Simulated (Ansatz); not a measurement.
Runs of Ansatz 0.2.0 on HfMoC2. It takes space group P4/mmm (No. 123, tetragonal). The conventional cell has a = 3.191 Å, b = 3.191 Å, c = 4.485 Å, α = 90.00°, β = 90.00°, γ = 90.00°. Hf (site symmetry 4/mmm) is surrounded by 6 C at 2.24 to 2.26 Å. Around Mo (site symmetry 4/mmm) lie 6 C at 2.24 to 2.26 Å. C (site symmetry 4/mmm) is surrounded by 2 Mo at 2.24 Å and 4 Hf at 2.26 Å. Around C (site symmetry 4/mmm) lie 2 Hf at 2.24 Å and 4 Mo at 2.26 Å. The cell comes from a database or a generator and needn't be the stable form of this composition.

```tsv
task	level	U	cell	k mesh	cutoff (eV)	points for each segment of the path	hubbard projectors	double counting	mesh quality	gap on the mesh (eV)	pressure (GPa)	relaxed volume (Å³/atom)
projected density of states	r2SCAN	-	as given	8 × 8 × 6	500	-	-	-	not flagged	none	(c)	-
relaxation of cell and atoms	PBEsol	-	relaxed	8 × 8 × 6	420	-	-	-	not flagged	none	0.0	11.06
band structure	LDA	-	as given	5 × 5 × 4	420	14	-	-	coarse	none	-14.0	-
band structure	LDA	-	as given	8 × 8 × 6	420	14	-	-	not flagged	none	-14.4	-
projected density of states	r2SCAN+U	Hf d U = 5 eV, Mo d U = 5 eV	as given	8 × 8 × 6	500	-	ortho-atomic (the default)	fll (the default)	not flagged	none	3.9	-
relaxation of cell and atoms	PBEsol+U	Hf d U = 4 eV, Mo d U = 4 eV	relaxed	8 × 8 × 6	420	-	ortho-atomic (the default)	fll (the default)	not flagged	none	0.0	(a)
relaxation of cell and atoms	PBEsol+U	Hf d U = 6 eV, Mo d U = 6 eV	relaxed	8 × 8 × 6	420	-	ortho-atomic (the default)	fll (the default)	not flagged	none	0.0	11.38
band structure	HSE06	-	as given	5 × 5 × 4	420	4	-	-	coarse	none	-	-
projected density of states	r2SCAN+U	Hf d U = 6 eV, Mo d U = 6 eV	as given	8 × 8 × 6	500	-	ortho-atomic (the default)	fll (the default)	not flagged	none	5.7	-
projected density of states	r2SCAN+U	Hf d U = 8 eV, Mo d U = 8 eV	as given	8 × 8 × 6	500	-	ortho-atomic (the default)	fll (the default)	not flagged	none	(b)	-
projected density of states	r2SCAN+U	Hf d U = 4 eV, Mo d U = 4 eV	as given	8 × 8 × 6	500	-	ortho-atomic (the default)	fll (the default)	not flagged	none	1.9	-
```

Alike in all rows: potentials or basis Ansatz PAW; no spin polarisation; smearing fermi-dirac 0.05 eV.

Question: Fill in the values left out.

Answer: (a) 11.23; (b) 13.3; (c) -3.1.

Caveats: some runs use coarse meshes; the PAW data sets come from PBE, with cores solved anew for the run's functional, which leaves a small shift of forces and pressure; U without spin polarisation on a metal has little footing (some runs); the U is typed as a test and isn't derived for this compound (some runs); the density of states is complete only up to the lowest level of the last band computed (some runs); the plane-wave basis is chosen anew once the cell has moved, so the energies of steps on either side of that aren't comparable (some runs).

A k mesh can miss the band edges, and the runs leave out spin-orbit coupling on Hf, Mo.

A gap of «none» marks a metal or a gap under the smearing width.

Not every run made on this cell is shown here.
